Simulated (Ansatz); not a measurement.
## ScAl2, space group Fd-3m: a convergence test of the k-point mesh

Program: Ansatz's Python interface.

The script reads `scal2.xyz`:
```text
6
Lattice="0.0 3.77765268 3.77765268 3.77765268 0.0 3.77765268 3.77765268 3.77765268 0.0" Properties=species:S:1:pos:R:3 pbc="T T T"
Sc    3.77765268    3.77765268    3.77765268
Sc    5.66647903    5.66647903    5.66647903
Al    0.94441317    0.94441317    0.94441317
Al    0.94441317    2.83323951    2.83323951
Al    2.83323951    0.94441317    2.83323951
Al    2.83323951    2.83323951    0.94441317
```

The script, `scal2_kconv.py`:
```python
"""k-point test for ScAl2."""

import warnings

import ansatz as az
import pandas as pd


def main() -> None:
    warnings.simplefilter("ignore", az.DeckWarning)

    scal2 = az.Crystal.from_extxyz("scal2.xyz")

    job = scal2.calculation()
    job = job.basis(48 * az.Ry)
    job = job.functional("r2scan").pseudopotentials("paw")
    job = job.occupations(az.OccupationsMethod.FERMI_DIRAC, width=0.1)

    rows = []
    for value in [(2, 2, 2), (3, 3, 3), (4, 4, 4), (5, 5, 5), (7, 7, 7)]:
        r = job.kpoints(*value).run().report
        rows.append((value, r["free_energy_ev"] / len(r["lattice"]["sites"]), r["n_iterations"], r["n_kpoints"]))

    table = pd.DataFrame(rows, columns=["mesh", "F/atom (eV)", "iterations", "k-points"])
    print(table.round(5).to_string(index=False))

    # differences from the last row
    for row in rows[:-1]:
        shift = 1000 * (row[1] - rows[-1][1])
        print(f"{row[0]}: {shift:+.2f} meV/atom" + ("  (within 2 meV)" if abs(shift) < 2 else ""))


if __name__ == "__main__":
    main()
```

```console
$ python scal2_kconv.py
     mesh  F/atom (eV)  iterations  k-points
(2, 2, 2)  -1074.26681           7         3
(3, 3, 3)  -1074.31126           7         4
(4, 4, 4)  -1074.36840           7         8
(5, 5, 5)  -1074.34884           6        10
(7, 7, 7)  -1074.35144           6        20
(2, 2, 2): +84.64 meV/atom
(3, 3, 3): +40.19 meV/atom
(4, 4, 4): -16.95 meV/atom
(5, 5, 5): +2.61 meV/atom
```

Reading the output:
- This cell is a computed structure, which may not be the phase found in nature.
- Shifts are counted from the finest mesh, which is itself no proven limit.
- Run time: 42 s on 1 thread of Arm Neoverse N1, on a shared host, peak memory 0.8 GiB.
